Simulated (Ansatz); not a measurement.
# BH₂LiSTe (SMILES [Li][S][Te]B): one structure at several levels

A test off equilibrium: a structure displaced at random from a GFN2-xTB minimum is computed at several levels, and each is set against CCSD(T).

Method: single points in def2-TZVPP; program: Ansatz 0.2.0, Gaussian basis.

Cores are frozen in the correlated methods. Filled d shells of the heavier atoms are correlated. Core potentials replace the inner electrons past krypton, and spin-orbit coupling is left out. The outer core shell of Li, Na, Mg and K is correlated. B3LYP uses VWN-RPA correlation.

### Step 1. Starting geometry

6 atoms, charge 0, spin multiplicity 1.

Atoms are counted from 1 here; the program's logs count them from 0.

Bond lengths: Li1–S2 2.261 Å, S2–Te3 2.421 Å, Te3–B4 2.063 Å, B4–H5 1.253 Å, B4–H6 1.288 Å. Angles: Li1–S2–Te3 89.0°, S2–Te3–B4 101.4°, Te3–B4–H5 128.8°, Te3–B4–H6 128.3°, H5–B4–H6 102.9°.

Geometry (Å):

```xyz
6
BH2LiSTe
Li   -1.84490   -0.04640    0.50250
S    -0.99310    1.94540    1.14920
Te    1.09270    1.35570    0.07030
B     0.73400   -0.60200   -0.47090
H     1.51180   -1.42170   -1.01180
H    -0.33190   -1.29980   -0.28070
```

### Step 2. CCSD(T)/def2-TZVPP

File run/in.yaml:

```yaml
crystal:
  periodic: [false, false, false]
  atoms:
    - {symbol: Li, position_ang: [-1.844900, -0.046400, 0.502500]}
    - {symbol: S, position_ang: [-0.993100, 1.945400, 1.149200]}
    - {symbol: Te, position_ang: [1.092700, 1.355700, 0.070300]}
    - {symbol: B, position_ang: [0.734000, -0.602000, -0.470900]}
    - {symbol: H, position_ang: [1.511800, -1.421700, -1.011800]}
    - {symbol: H, position_ang: [-0.331900, -1.299800, -0.280700]}
basis:
  gaussian: {orbitals: def2-TZVPP}
correlation: {method: ccsd_t}
output: {forces: true}
```

The command line of these runs was not kept.

### Step 3. PBE0-D4/def2-TZVPP

run/in.yaml: that of step 2 with these lines changed.

```diff
@@ -11,3 +11,3 @@
   gaussian: {orbitals: def2-TZVPP}
-correlation: {method: ccsd_t}
-output: {forces: true}
+hamiltonian: {xc: pbe0, dispersion: d4}
+output: {forces: true, orbitals: {seedname: orbitals}}
```

### Step 4. wB97M-V/def2-TZVPP

run/in.yaml: that of step 3 with these lines changed.

```diff
@@ -11,3 +11,3 @@
   gaussian: {orbitals: def2-TZVPP}
-hamiltonian: {xc: pbe0, dispersion: d4}
-output: {forces: true, orbitals: {seedname: orbitals}}
+hamiltonian: {xc: {name: wB97M-V}}
+output: {forces: true}
```

### Step 5. r2SCAN-D4/def2-TZVPP

run/in.yaml: that of step 4 with these lines changed.

```diff
@@ -11,3 +11,3 @@
   gaussian: {orbitals: def2-TZVPP}
-hamiltonian: {xc: {name: wB97M-V}}
+hamiltonian: {xc: r2scan, dispersion: d4}
 output: {forces: true}
```

### Step 6. PBE-D4/def2-TZVPP

run/in.yaml: that of step 5 with these lines changed.

```diff
@@ -11,3 +11,3 @@
   gaussian: {orbitals: def2-TZVPP}
-hamiltonian: {xc: r2scan, dispersion: d4}
+hamiltonian: {xc: pbe, dispersion: d4}
 output: {forces: true}
```

### Step 7. wB97X-V/def2-TZVPP

run/in.yaml: that of step 6 with these lines changed.

```diff
@@ -11,3 +11,3 @@
   gaussian: {orbitals: def2-TZVPP}
-hamiltonian: {xc: pbe, dispersion: d4}
+hamiltonian: {xc: {name: wB97X-V}}
 output: {forces: true}
```

### Step 8. B3LYP-D4/def2-TZVPP

run/in.yaml: that of step 7 with these lines changed.

```diff
@@ -11,3 +11,3 @@
   gaussian: {orbitals: def2-TZVPP}
-hamiltonian: {xc: {name: wB97X-V}}
+hamiltonian: {xc: {name: B3LYP}, dispersion: d4}
 output: {forces: true}
```

(Steps that only read results are left out.)

What does the calculation give? Wanted: energy less free atoms, CCSD(T)/def2-TZVPP; RMS force component; RMS force error; HOMO and LUMO, PBE0-D4; T1 diagnostic.

**Answer**, as computed:

| quantity | value |
| --- | --- |
| energy less free atoms, CCSD(T)/def2-TZVPP | -378.9 kcal/mol |
| RMS force component | 0.680 to 0.781 eV/Å over the methods |
| RMS force error | PBE0-D4 0.090, wB97M-V 0.082, r2SCAN-D4 0.045, PBE-D4 0.084, wB97X-V 0.115, B3LYP-D4 0.089 eV/Å |
| HOMO and LUMO, PBE0-D4 | -5.62 and -1.76 eV |
| T1 diagnostic | 0.018 |

In words: Against CCSD(T) the functionals' energies less atoms differ by -25.5 to -13.6 kcal/mol, PBE-D4 by -25.5 kcal/mol. CCSD(T) in triple zeta still lacks some correlation energy of the bonds, so part of these gaps is its own basis error and they don't rank the functionals. On forces the order runs from r2SCAN-D4 to wB97X-V. Frozen-core CCSD(T) forces in triple zeta carry basis errors of their own, and this is one geometry, so small gaps rank nothing.
